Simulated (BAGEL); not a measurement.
# SiHClOF (SMILES O[Si](F)Cl): UHF/STO-3G (density fitting with qzvpp-jkfit)

Aim: the energy change on altering one bond length of SiHClOF at UHF/STO-3G (density fitting with qzvpp-jkfit), from 2 runs. 

Program for the calculation: BAGEL 1.2.2.

**1. The molecule**

The species is SiHClOF (5 atoms), meant as a doublet with charge 0. SMILES: `O[Si](F)Cl`. The coordinates come from a PBE0-D4/def2-TZVP relaxation. This is one conformer, not always the lowest.

Bond lengths: O1–Si2 1.630 Å, Si2–F3 1.596 Å, Si2–Cl4 2.040 Å, O1–H5 0.960 Å. Angles: O1–Si2–F3 109.7°, O1–Si2–Cl4 106.8°, F3–Si2–Cl4 108.8°, Si2–O1–H5 117.9°.

**2. The energy at UHF/STO-3G (density fitting with qzvpp-jkfit)**

File input.json:

```json
{ "bagel" : [

{
  "title" : "molecule",
  "basis" : "sto-3g",
  "df_basis" : "qzvpp-jkfit",
  "angstrom" : true,
  "geometry" : [
    { "atom" : "O", "xyz" : [      -0.003500,       1.141300,      -0.013500 ] },
    { "atom" : "Si", "xyz" : [       0.078300,      -0.426700,       0.425700 ] },
    { "atom" : "F", "xyz" : [       0.979500,      -1.232100,      -0.616800 ] },
    { "atom" : "Cl", "xyz" : [      -1.825100,      -1.157700,       0.353200 ] },
    { "atom" : "H", "xyz" : [       0.820600,       1.601600,      -0.189800 ] }
  ]
},

{ "title" : "uhf", "nopen" : 1 },

{ "title" : "print", "file" : "orbitals.molden", "orbitals" : true }

]}
```

Run with:

```sh
BAGEL_NUM_THREADS=1 BAGEL input.json > input.out
```

The log of the run:

```text
* using 1 threads per process

  ===============================================================
  ===============================================================

  *** Geometry ***

  { "atom" : "O", "xyz" : [     -0.006614,      2.156744,     -0.025511 ] },
  { "atom" : "Si", "xyz" : [      0.147966,     -0.806346,      0.804456 ] },
  { "atom" : "F", "xyz" : [      1.850987,     -2.328332,     -1.165583 ] },
  { "atom" : "Cl", "xyz" : [     -3.448939,     -2.187736,      0.667451 ] },
  { "atom" : "H", "xyz" : [      1.550709,      3.026585,     -0.358670 ] },

  Number of auxiliary basis functions:      428

  Since a DF basis is specified, we compute 2- and 3-index integrals:
    o Being stored without compression. Storage requirement is 0.003 GB

  Number of basis functions:       29
  Number of electrons      :       49

    * METHOD: MOLECULE                             0.10

  *** Open-shell HF ***

  === Nuclear Repulsion ===
   217.6112504745

      * DIIS with orbital gradients will be used.

  === UHF iteration (sto-3g) ===
      0       -912.58465931          0.03272215           0.03
      1       -912.68285988          0.00766481           0.03
      2       -912.68921746          0.00223714           0.03
      3       -912.68997531          0.00074476           0.03
      4       -912.69022556          0.00020396           0.03
      5       -912.69024762          0.00007912           0.03
      6       -912.69025349          0.00003075           0.03
      7       -912.69025444          0.00001683           0.03
      8       -912.69025479          0.00000306           0.03
      9       -912.69025480          0.00000143           0.03
     10       -912.69025480          0.00000057           0.03
     11       -912.69025480          0.00000016           0.03
     12       -912.69025480          0.00000007           0.03
     13       -912.69025480          0.00000003           0.03
     14       -912.69025480          0.00000001           0.03
     15       -912.69025480          0.00000000           0.03
    * SCF iteration converged.

    * S^2 (UHF) is 0.7567

    * Permanent dipole moment:
           (   -1.409127,    -0.499473,    -0.408683) a.u.

    * METHOD: UHF                                  0.51

    * METHOD: PRINT                                0.00

  ===============================================================
```

Wall time 0.78 s (1 thread of Arm Neoverse V2, shared host); peak memory 0.082 GiB.

**3. The distorted shape at the same level**

File input.json:

```json
{ "bagel" : [

{
  "title" : "molecule",
  "basis" : "sto-3g",
  "df_basis" : "qzvpp-jkfit",
  "angstrom" : "true",
  "geometry" : [
    { "atom" : "O", "xyz" : [      -0.028039,       1.611678,      -0.145254 ] },
    { "atom" : "Si", "xyz" : [       0.078300,      -0.426700,       0.425700 ] },
    { "atom" : "F", "xyz" : [       0.979500,      -1.232100,      -0.616800 ] },
    { "atom" : "Cl", "xyz" : [      -1.825100,      -1.157700,       0.353200 ] },
    { "atom" : "H", "xyz" : [       0.796061,       2.071978,      -0.321554 ] }
  ]
},

{
  "title" : "uhf",
  "nopen" : 1
},

{
  "title" : "print",
  "file" : "orbitals.molden",
  "orbitals" : "true"
}

]}
```

Run with:

```sh
BAGEL_NUM_THREADS=1 BAGEL input.json > input.out
```

The log of the run:

```text
* using 1 threads per process

  ===============================================================
  ===============================================================

  *** Geometry ***

  { "atom" : "O", "xyz" : [     -0.052986,      3.045630,     -0.274490 ] },
  { "atom" : "Si", "xyz" : [      0.147966,     -0.806346,      0.804456 ] },
  { "atom" : "F", "xyz" : [      1.850987,     -2.328332,     -1.165583 ] },
  { "atom" : "Cl", "xyz" : [     -3.448939,     -2.187736,      0.667451 ] },
  { "atom" : "H", "xyz" : [      1.504337,      3.915471,     -0.607649 ] },

  Number of auxiliary basis functions:      428

  Since a DF basis is specified, we compute 2- and 3-index integrals:
    o Being stored without compression. Storage requirement is 0.003 GB

  Number of basis functions:       29
  Number of electrons      :       49

    * METHOD: MOLECULE                             0.10

  *** Open-shell HF ***

  === Nuclear Repulsion ===
   203.4896019061

      * DIIS with orbital gradients will be used.

  === UHF iteration (sto-3g) ===
      0       -912.41683363          0.04414795           0.03
      1       -912.57693937          0.02215384           0.03
      2       -912.61285633          0.00796618           0.03
      3       -912.62171966          0.00198418           0.03
      4       -912.62696597          0.00176990           0.03
      5       -912.63102857          0.00148984           0.03
      6       -912.63500636          0.00054101           0.03
      7       -912.63523129          0.00040989           0.03
      8       -912.63538142          0.00021473           0.03
      9       -912.63541755          0.00016808           0.03
     10       -912.63544027          0.00010694           0.03
     11       -912.63544929          0.00008789           0.03
     12       -912.63546197          0.00005646           0.03
     13       -912.63546982          0.00002614           0.03
     14       -912.63547162          0.00001259           0.03
     15       -912.63547217          0.00000726           0.03
     16       -912.63547231          0.00000495           0.03
     17       -912.63547236          0.00000254           0.03
     18       -912.63547237          0.00000091           0.03
     19       -912.63547237          0.00000060           0.03
     20       -912.63547237          0.00000046           0.03
     21       -912.63547237          0.00000035           0.03
     22       -912.63547237          0.00000020           0.03
     23       -912.63547237          0.00000013           0.03
     24       -912.63547237          0.00000005           0.03
     25       -912.63547237          0.00000002           0.03
     26       -912.63547237          0.00000001           0.03
    * SCF iteration converged.

    * S^2 (UHF) is 0.9100

    * Permanent dipole moment:
           (   -1.323445,    -0.712448,    -0.051233) a.u.

    * METHOD: UHF                                  0.82

    * METHOD: PRINT                                0.00

  ===============================================================
```

Run time: 1.1 s. Hardware: 1 thread of Arm Neoverse V2, shared host; peak memory 0.082 GiB.

**4. Outcome**

At UHF/STO-3G (density fitting with qzvpp-jkfit):

```
                                                          quantity          value
                                         first shape: total energy  -912.69025 Eh
                                        first shape: dipole moment         3.94 D
                                                 first shape: ⟨S²⟩          0.757
                                     distorted shape: total energy  -912.63547 Eh
                                    distorted shape: dipole moment         3.82 D
                                             distorted shape: ⟨S²⟩          0.910
energy change with the O1–Si2 bond stretched from 1.630 to 2.120 Å       1.491 eV
```

What this shows: With the O1–Si2 bond stretched from 1.630 to 2.120 Å the energy rises by 1.49 eV (144 kJ/mol). The first shape isn't relaxed at this level, so the change isn't measured from a minimum. The minimal basis adds a large error of its own. ⟨S²⟩ (distorted shape) is 0.91 where a pure doublet has 0.75: the reference is spin-contaminated.
